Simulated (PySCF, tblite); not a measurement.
# C₂₀H₁₄BN: electronic excitations, NMR shifts

What do calculations give for the electronic excitations, NMR shifts of C₂₀H₁₄BN (`B1C=c2c(ccc3c2ccc2ccccc23)=C2C=CC=CN12`)?

Programs: tblite 0.8.0 and PySCF 2.14.0, with routines of our own; each step states its level. All values are computed. Atoms count from 0.

## 1. The system as given

36 atoms, charge 0, multiplicity 1; geometry from: force field, distance geometry or constructed start.

## 2. Relaxing the molecule with GFN2-xTB

Job settings and geometry (Å):

```
{"job": {"kind": "relax", "xc": "GFN2-xTB", "basis": "xTB"}, "charge": 0, "multiplicity": 1}
B     -2.746600    -2.192400     0.814800
C     -1.229300    -2.047200     0.654300
C     -0.650700    -0.878700     0.281300
C     -1.472500     0.303200     0.064300
C     -0.808700     1.521100    -0.143300
C      0.569400     1.616400    -0.192600
C      1.395800     0.489000    -0.069700
C      0.776400    -0.782400     0.114800
C      1.602200    -1.938400     0.080400
C      2.975700    -1.842600    -0.033700
C      3.599400    -0.602700    -0.128500
C      4.999600    -0.544500    -0.215700
C      5.648100     0.686100    -0.300100
C      4.914100     1.862800    -0.304700
C      3.515800     1.828100    -0.218200
C      2.822600     0.586800    -0.133700
C     -2.853200     0.255400     0.108300
C     -3.728100     1.409400    -0.261200
C     -5.056200     1.327600    -0.139600
C     -5.703000     0.096800     0.336700
C     -4.983200    -0.979400     0.626600
N     -3.551100    -0.951400     0.496800
H     -3.257800    -3.194100     1.171300
H     -0.679200    -2.937700     0.930900
H     -1.328000     2.463000    -0.232300
H      0.958600     2.604500    -0.355100
H      1.208900    -2.937600     0.093800
H      3.563800    -2.753500    -0.052700
H      5.596900    -1.448700    -0.215200
H      6.732300     0.724400    -0.367200
H      5.425200     2.817400    -0.361500
H      3.019400     2.779100    -0.196400
H     -3.344800     2.328800    -0.681100
H     -5.672000     2.167900    -0.418800
H     -6.782400     0.066400     0.426400
H     -5.483900    -1.881100     0.956400
```

Launch:

```sh
OMP_NUM_THREADS=1 python large_run.py task.json out
```

The driver reads the jobs from task.json and runs them one after another.

The log of the run:

```text
step      E/eV     max force
  0   -1472.86172    3.261
  1   -1473.28418    1.139
  2   -1473.39130    1.043
  3   -1473.49075    0.823
  4   -1473.54945    0.491
  5   -1473.57937    0.398
  6   -1473.60516    0.390
  7   -1473.61965    0.340
  8   -1473.62877    0.229
  9   -1473.63534    0.153
 10   -1473.64068    0.206
 11   -1473.64434    0.178
 12   -1473.64690    0.124
 13   -1473.64901    0.092
 14   -1473.65090    0.104
 15   -1473.65228    0.073
 16   -1473.65306    0.043
 17   -1473.65354    0.044
 18   -1473.65392    0.043
 19   -1473.65424    0.039
 20   -1473.65449    0.033
 21   -1473.65473    0.026
 22   -1473.65497    0.027
 23   -1473.65518    0.024
 24   -1473.65530    0.021
 25   -1473.65537    0.018
```

Run time: 0.65 s. Hardware: 1 thread of Intel Xeon 6975P-C, shared host; peak memory 0.18 GiB.

Step by step:

```
step  energy from step 0 (eV)  largest force (eV/Å)
   0                   0.0000                3.2610
   1                  -0.4225                1.1391
   2                  -0.5296                1.0422
   3                  -0.6290                0.8230
   4                  -0.6877                0.4903
   5                  -0.7176                0.3982
   6                  -0.7434                0.3906
   7                  -0.7579                0.3402
   8                  -0.7670                0.2297
   9                  -0.7736                0.1527
  10                  -0.7790                0.2059
  11                  -0.7826                0.1780
  12                  -0.7852                0.1237
  13                  -0.7873                0.0926
  15                  -0.7906                0.0734
  16                  -0.7913                0.0432
  17                  -0.7918                0.0442
  18                  -0.7922                0.0421
  19                  -0.7925                0.0391
  21                  -0.7930                0.0263
  22                  -0.7932                0.0272
  23                  -0.7935                0.0243
  24                  -0.7936                0.0207
  25                  -0.7936                0.0174
```

Distances of close pairs at the start and the end, largest changes first:

```
   bond  before (Å)  after (Å)  change (Å)
C20–N21       1.438      1.362      -0.077
C16–C17       1.495      1.418      -0.076
C16–N21       1.447      1.379      -0.068
 B0–N21       1.513      1.446      -0.066
C18–C19       1.470      1.410      -0.060
  B0–C1       1.533      1.480      -0.052
 C3–C16       1.382      1.419      +0.037
  C1–C2       1.356      1.392      +0.036
```

The next job starts from the end point, and lists it.

## 3. Electronic excitations: TDDFT B3LYP/def2-SVP

Job settings and geometry (Å):

```
{"job": {"kind": "uv", "basis": "def2-SVP", "grid": 1, "kgrid": 0, "vcut": 1.5, "nstates": 6, "ntriplets": 2, "tda": false, "delta": ["ip_vertical"], "pop": true, "xc": "B3LYP"}, "charge": 0, "multiplicity": 1}
B     -2.758219    -2.126287     0.815142
C     -1.289162    -2.049722     0.650595
C     -0.662154    -0.866225     0.272134
C     -1.463427     0.299457     0.063666
C     -0.795701     1.531389    -0.157963
C      0.557050     1.628548    -0.181203
C      1.388374     0.485466    -0.067021
C      0.773768    -0.765508     0.106296
C      1.585954    -1.926349     0.093953
C      2.935458    -1.852424    -0.036078
C      3.593106    -0.603009    -0.130437
C      4.995188    -0.528147    -0.215398
C      5.629958     0.681121    -0.300639
C      4.875142     1.858184    -0.299329
C      3.507006     1.809305    -0.225993
C      2.819741     0.583554    -0.144369
C     -2.879777     0.237468     0.118417
C     -3.698076     1.341860    -0.230399
C     -5.056508     1.294598    -0.139117
C     -5.661694     0.105883     0.316421
C     -4.864547    -0.951814     0.606400
N     -3.506811    -0.927470     0.507470
H     -3.354611    -3.074166     1.162865
H     -0.668231    -2.911088     0.848774
H     -1.366320     2.438916    -0.271939
H      1.000080     2.601404    -0.318195
H      1.123797    -2.898440     0.158073
H      3.532839    -2.752964    -0.065281
H      5.561790    -1.449098    -0.206153
H      6.707215     0.733577    -0.364300
H      5.377512     2.813619    -0.354095
H      2.959673     2.738859    -0.217934
H     -3.234021     2.240204    -0.599391
H     -5.662176     2.143528    -0.415423
H     -6.731555     0.030743     0.420794
H     -5.277014    -1.893218     0.935490
```

Level: TDDFT B3LYP/def2-SVP, vertical, gas phase, core orbitals frozen in the response, virtual orbitals cut by energy.

The log of the run:

```text
start: PBE on a coarse grid of 30747 points
cycle   1  E = -848.1595517134  dE =  3.615e+00  |g| = 8.073e-01  |ddm| = 8.903e+00
cycle   2  E = -847.6274140338  dE =  5.321e-01  |g| = 1.469e+00  |ddm| = 3.233e+00
cycle   3  E = -848.2416399470  dE = -6.142e-01  |g| = 6.135e-01  |ddm| = 2.709e+00
cycle   4  E = -848.3613643822  dE = -1.197e-01  |g| = 1.176e-01  |ddm| = 9.375e-01
cycle   5  E = -848.3595704984  dE =  1.794e-03  |g| = 1.370e-01  |ddm| = 3.229e-01
cycle   6  E = -848.3651770660  dE = -5.607e-03  |g| = 2.575e-02  |ddm| = 2.182e-01
cycle   7  E = -848.3653379814  dE = -1.609e-04  |g| = 1.141e-02  |ddm| = 4.475e-02
cycle   8  E = -848.3653714628  dE = -3.348e-05  |g| = 2.995e-03  |ddm| = 1.646e-02
final grid: 135024 points
cycle   9  E = -849.6170394562  dE = -7.097e-03  |g| = 3.995e-02  |ddm| = 4.948e-01
cycle  10  E = -849.6166368240  dE =  4.026e-04  |g| = 5.622e-02  |ddm| = 1.216e-01
cycle  11  E = -849.6174080776  dE = -7.713e-04  |g| = 1.228e-02  |ddm| = 7.812e-02
cycle  12  E = -849.6174544257  dE = -4.635e-05  |g| = 3.961e-03  |ddm| = 2.301e-02
cycle  13  E = -849.6174582128  dE = -3.787e-06  |g| = 1.794e-03  |ddm| = 6.751e-03
cycle  14  E = -849.6174576663  dE =  5.465e-07  |g| = 5.232e-04  |ddm| = 2.851e-03
cycle  15  E = -849.6174573448  dE =  3.215e-07  |g| = 1.784e-04  |ddm| = 9.425e-04
cycle  16  E = -849.6174585146  dE = -1.170e-06  |g| = 5.936e-05  |ddm| = 3.463e-04
converged SCF energy = -849.6174585146
Vertical ionisation energy (delta-SCF) = 6.4575 eV   <S^2> = 0.764

Static polarisability (au): isotropic 275.870, principal 94.212 247.516 485.883

Singlet excitations
state   eV       nm        f      main configurations
  1   2.9600    418.9   0.13627   H->L 0.54, H->L+1 0.41
  2   3.0144    411.3   0.16377   H->L+1 0.53, H->L 0.40
  3   3.5325    351.0   0.04084   H->L+2 0.88, H-2->L 0.10
  4   3.8086    325.5   0.04609   H-1->L 0.79, H->L+3 0.17
  5   4.0212    308.3   0.02135   H->L+3 0.45, H-2->L 0.20, H-1->L+2 0.08
  6   4.1458    299.1   0.00542   H-1->L+1 0.84, H->L+3 0.10

Triplet excitations (Tamm-Dancoff, eV): 2.0324 2.4949
```

Wall time 79 s (1 thread of Intel Xeon 6975P-C, shared host); peak memory 0.67 GiB.

The orbitals next to the gap, with their largest atomic shares:

```
orbital     eV                         atoms
 HOMO−4  -7.77     C2 19 %, C1 12 %, C13 9 %
 HOMO−3  -7.32   C4 16 %, C11 14 %, C14 13 %
 HOMO−2  -6.42   C8 16 %, C10 14 %, C15 13 %
 HOMO−1  -6.06   C14 13 %, C11 12 %, C6 12 %
   HOMO  -5.05     C1 18 %, B0 15 %, C5 11 %
   LUMO  -1.79  C18 15 %, C16 13 %, N21 12 %
 LUMO+1  -1.45   C17 22 %, C20 21 %, C19 9 %
 LUMO+2  -1.00    C8 18 %, C13 11 %, C9 11 %
 LUMO+3  -0.49   C14 13 %, C11 12 %, C5 12 %
```

With each of the 6 states as a Gaussian band of 0.4 eV half-width at 1/e, the curve within the window shown has maxima at 413 nm (ε 12,000) L/(mol cm). Beyond the last state computed it falls off for lack of states. The curve at chosen wavelengths:

nm, ε (L/mol/cm) and a bar:
```
      279        562 
      289       1218 ##
      299       2066 ####
      309       2901 ######
      318       3491 #######
      328       3929 #########
      338       4267 #########
      348       4756 ###########
      358       5628 #############
      368       6963 ################
      377       8449 ####################
      387      10133 ########################
      397      11504 ############################
      407      12280 ##############################
      417      12335 ##############################
      427      11713 ############################
      436      10703 ##########################
      446       9277 ######################
      456       7726 ##################
      466       6216 ##############
      476       4853 ###########
      486       3691 ########
      495       2831 ######
      505       2070 ####
      515       1488 ##
      525       1056 #
```

Further results of this job:

```
           property  computed
  dipole moment (D)      3.14
polarisability (Å³)     40.88
 HOMO–LUMO gap (eV)      3.26
      −ε(HOMO) (eV)      5.05
```

## 4. NMR shifts: GIAO KT3/pcSseg-1

Settings changed since step 3:

```diff
@@ -1,2 +1,2 @@
-{"job": {"kind": "uv", "basis": "def2-SVP", "grid": 1, "kgrid": 0, "vcut": 1.5, "nstates": 6, "ntriplets": 2, "tda": false, "delta": ["ip_vertical"], "pop": true, "xc": "B3LYP"}, "charge": 0, "multiplicity": 1}
+{"job": {"kind": "nmr", "xc": "KT3", "basis": "pcSseg-1", "pop": false}, "charge": 0, "multiplicity": 1}
 B     -2.758219    -2.126287     0.815142
```

Level: GIAO KT3/pcSseg-1 NMR shielding, non-relativistic, gas phase.

The log of the run:

```text
start: PBE on a coarse grid of 30747 points
cycle   1  E = -848.6492333996  dE =  3.808e+00  |g| = 8.629e-01  |ddm| = 7.309e+00
cycle   2  E = -848.1043777797  dE =  5.449e-01  |g| = 1.522e+00  |ddm| = 3.267e+00
cycle   3  E = -848.7354983263  dE = -6.311e-01  |g| = 6.501e-01  |ddm| = 2.681e+00
cycle   4  E = -848.8664741400  dE = -1.310e-01  |g| = 1.206e-01  |ddm| = 8.971e-01
cycle   5  E = -848.8646471248  dE =  1.827e-03  |g| = 1.396e-01  |ddm| = 2.995e-01
cycle   6  E = -848.8703119350  dE = -5.665e-03  |g| = 2.749e-02  |ddm| = 2.121e-01
cycle   7  E = -848.8704914610  dE = -1.795e-04  |g| = 1.229e-02  |ddm| = 4.274e-02
cycle   8  E = -848.8705281378  dE = -3.668e-05  |g| = 3.098e-03  |ddm| = 1.529e-02
final grid: 286597 points
cycle   9  E = -864.2474174497  dE = -5.055e-02  |g| = 5.119e-02  |ddm| = 1.588e+00
cycle  10  E = -864.2456625869  dE =  1.755e-03  |g| = 1.012e-01  |ddm| = 1.355e-01
cycle  11  E = -864.2479165727  dE = -2.254e-03  |g| = 1.893e-02  |ddm| = 9.483e-02
cycle  12  E = -864.2479966097  dE = -8.004e-05  |g| = 1.001e-02  |ddm| = 3.528e-02
cycle  13  E = -864.2480229482  dE = -2.634e-05  |g| = 3.709e-03  |ddm| = 1.606e-02
cycle  14  E = -864.2480271008  dE = -4.153e-06  |g| = 1.045e-03  |ddm| = 6.179e-03
cycle  15  E = -864.2480282546  dE = -1.154e-06  |g| = 4.325e-04  |ddm| = 1.691e-03
cycle  16  E = -864.2480283477  dE = -9.317e-08  |g| = 1.655e-04  |ddm| = 6.667e-04
cycle  17  E = -864.2480278552  dE =  4.925e-07  |g| = 5.616e-05  |ddm| = 3.300e-04
converged SCF energy = -864.2480278552

GIAO shielding tensors (ppm)
atom      isotropic    diamagn.    paramagn.     s11        s22        s33       span
  0 B       77.101     203.493    -126.391     34.987     84.829    111.489     76.502
  1 C       69.412     252.360    -182.948    -41.158     62.615    186.780    227.937
  2 C       50.762     252.840    -202.078    -34.740     10.252    176.775    211.516
  3 C       72.832     260.777    -187.945     12.284     29.215    176.997    164.713
  4 C       68.565     254.068    -185.503    -24.623     64.271    166.048    190.670
  5 C       74.190     256.463    -182.272    -16.416     68.718    170.269    186.685
  6 C       62.883     253.351    -190.468     -6.154     14.807    179.996    186.150
  7 C       65.292     251.743    -186.451     -3.807     22.574    177.109    180.916
  8 C       67.515     251.684    -184.169    -27.895     57.350    173.091    200.986
  9 C       64.019     251.589    -187.570    -24.106     63.154    153.009    177.115
 10 C       59.743     254.402    -194.659     -8.611     -0.786    188.626    197.236
 11 C       62.262     237.755    -175.493    -28.047     57.791    157.042    185.089
 12 C       64.451     252.617    -188.166    -33.726     55.010    172.068    205.793
 13 C       64.908     248.192    -183.284    -33.213     57.127    170.809    204.023
 14 C       68.129     247.166    -179.036    -27.317     56.645    175.060    202.377
 15 C       63.154     243.656    -180.502     -7.084     14.470    182.076    189.160
 16 C       53.245     251.350    -198.106    -12.329     20.009    152.054    164.383
 17 C       67.363     253.844    -186.480    -29.826     61.576    170.340    200.166
 18 C       63.668     248.352    -184.684    -33.188     51.511    172.682    205.870
 19 C       73.846     257.002    -183.156    -21.917     72.602    170.854    192.771
 20 C       49.865     237.952    -188.087    -33.794     57.108    126.280    160.075
 21 N       53.579     332.068    -278.489    -68.767    -21.938    251.440    320.206
 22 H       25.757      32.610      -6.853     20.928     26.770     29.574      8.646
 23 H       23.160      36.372     -13.211     16.883     22.556     30.042     13.159
 24 H       23.234      37.913     -14.679     15.409     24.416     29.878     14.469
 25 H       23.257      38.003     -14.746     15.197     24.719     29.855     14.658
 26 H       22.792      37.532     -14.740     15.015     23.971     29.390     14.376
 27 H       23.821      34.444     -10.623     18.055     25.138     28.271     10.215
 28 H       23.827      30.714      -6.887     18.657     24.654     28.169      9.512
 29 H       24.074      25.761      -1.687     19.720     25.604     26.898      7.178
 30 H       24.011      28.510      -4.499     19.261     25.389     27.384      8.124
 31 H       22.965      37.179     -14.214     15.570     23.801     29.524     13.954
 32 H       23.011      36.739     -13.727     15.777     23.306     29.951     14.175
 33 H       24.270      28.968      -4.698     20.374     25.232     27.205      6.831
 34 H       24.692      25.691      -1.000     21.061     26.091     26.923      5.861
 35 H       23.128      25.752      -2.625     16.789     24.555     28.039     11.250
```

Wall time 35 s (1 thread of Intel Xeon 6975P-C, shared host); peak memory 0.67 GiB.

The references, computed at this level on geometries of the same kind, shield at (ppm): $^{1}$H TMS 31.76, $^{13}$C TMS 184.7, $^{15}$N NH3 264.4, $^{11}$B BF3·OEt2 100.0. Their shielding less the atom's gives the shift. The references are single molecules in the gas phase, so shifts against H2O, NH3, PH3, H3PO4 or CFCl3 are not on the usual liquid scales and can be off by tens of ppm.

```
atoms                                                  environment  σ (ppm)  δ (ppm)
  C20                               alkene carbon bearing nitrogen     49.9    134.9
   C2                                  substituted aromatic carbon     50.8    134.0
  C16                carbon bonded to 2 C, N, in a 6-membered ring     53.2    131.5
  C10                                  ring-fusion aromatic carbon     59.7    125.0
  C11                                                  aromatic CH     62.3    122.5
   C6                                  ring-fusion aromatic carbon     62.9    121.8
  C15                                  ring-fusion aromatic carbon     63.2    121.6
  C18                                                    alkene CH     63.7    121.1
   C9                                                  aromatic CH     64.0    120.7
  C12                                                  aromatic CH     64.5    120.3
  C13                                                  aromatic CH     64.9    119.8
   C7                                  ring-fusion aromatic carbon     65.3    119.4
  C17                                                    alkene CH     67.4    117.4
   C8                                                  aromatic CH     67.5    117.2
  C14                                                  aromatic CH     68.1    116.6
   C4                                                  aromatic CH     68.6    116.2
   C1               carbon bonded to C, B, H, in a 6-membered ring     69.4    115.3
   C3                                  substituted aromatic carbon     72.8    111.9
  C19                β carbon of an enol-ether or enamine type C=C     73.8    110.9
   C5                                                  aromatic CH     74.2    110.5
  H26                                   hydrogen on an aromatic CH    22.79     8.97
  H31                                   hydrogen on an aromatic CH    22.96     8.80
  H32                                     hydrogen on an alkene CH    23.01     8.75
  H35                hydrogen on an alkene carbon bearing nitrogen    23.13     8.63
  H23    hydrogen on a carbon bonded to C, B, in a 6-membered ring    23.16     8.60
  H24                                   hydrogen on an aromatic CH    23.23     8.53
  H25                                   hydrogen on an aromatic CH    23.26     8.50
  H27                                   hydrogen on an aromatic CH    23.82     7.94
  H28                                   hydrogen on an aromatic CH    23.83     7.93
  H30                                   hydrogen on an aromatic CH    24.01     7.75
  H29                                   hydrogen on an aromatic CH    24.07     7.69
  H33                                     hydrogen on an alkene CH    24.27     7.49
  H34  hydrogen on a β carbon of an enol-ether or enamine type C=C    24.69     7.07
  H22     hydrogen on a boron bonded to C, N, in a 6-membered ring    25.76     6.00
   B0                boron bonded to C, N, H, in a 6-membered ring     77.1     22.9
  N21                                             enamine nitrogen     53.6    210.8
```

Ring of atoms B0, C1, C2, C3, C16, N21: NICS(0) -7.7, NICS(1) -10.0, NICS(1)zz -24.6 ppm (means of both faces).

Ring of atoms C2, C3, C4, C5, C6, C7: NICS(0) -4.5, NICS(1) -7.9, NICS(1)zz -16.7 ppm (means of both faces).

Ring of atoms C6, C7, C8, C9, C10, C15: NICS(0) -6.7, NICS(1) -9.8, NICS(1)zz -22.3 ppm (means of both faces).

## 5. What came out

```
                                       quantity                                                                                                          value
                lowest singlet (B3LYP/def2-SVP)                                                                                    2.96 eV (419 nm), f = 0.136
       brightest single state of those computed                                                                                    state 2, 3.01 eV, f = 0.164
                                 lowest triplet                                                                                                        2.03 eV
              vertical ionisation energy (ΔSCF)                                                                                                        6.46 eV
     $^{13}$C shifts against TMS (KT3/pcSseg-1)  134.9, 134.0, 131.5, 125.0, 122.5, 121.8, 121.6, 121.1, 120.7, 120.3, 119.8, 119.4, 117.4, 117.2 ppm and more
      $^{1}$H shifts against TMS (KT3/pcSseg-1)                         8.97, 8.80, 8.75, 8.63, 8.60, 8.53, 8.50, 7.94, 7.93, 7.75, 7.69, 7.49, 7.07, 6.00 ppm
$^{11}$B shifts against BF3·OEt2 (KT3/pcSseg-1)                                                                                                       22.9 ppm
     $^{15}$N shifts against NH3 (KT3/pcSseg-1)                                                                                                      210.8 ppm
```

The first singlet state (HOMO→LUMO 0.54, HOMO→LUMO+1 0.41) lies at 2.96 eV and is bright; of the 6 states computed, the strongest absorption comes from state 2 at 3.01 eV. State 1 absorbs in the visible (419 nm). The lowest triplet lies 0.93 eV below the lowest singlet (triplets in Tamm-Dancoff, singlets in full TDDFT). ΔSCF puts the ionisation energy at 6.46 eV, 1.40 eV above −ε(HOMO). At KT3/pcSseg-1: The widest tensor belongs to N21: span 320 ppm, with a paramagnetic part of -278 ppm. NICS(1)zz of -25 ppm above the planar ring from B0 marks a diatropic (aromatic) ring current. NICS(1)zz of -17 ppm above the planar ring from C2 marks a diatropic (aromatic) ring current. NICS(1)zz of -22 ppm above the planar ring from C6 marks a diatropic (aromatic) ring current.
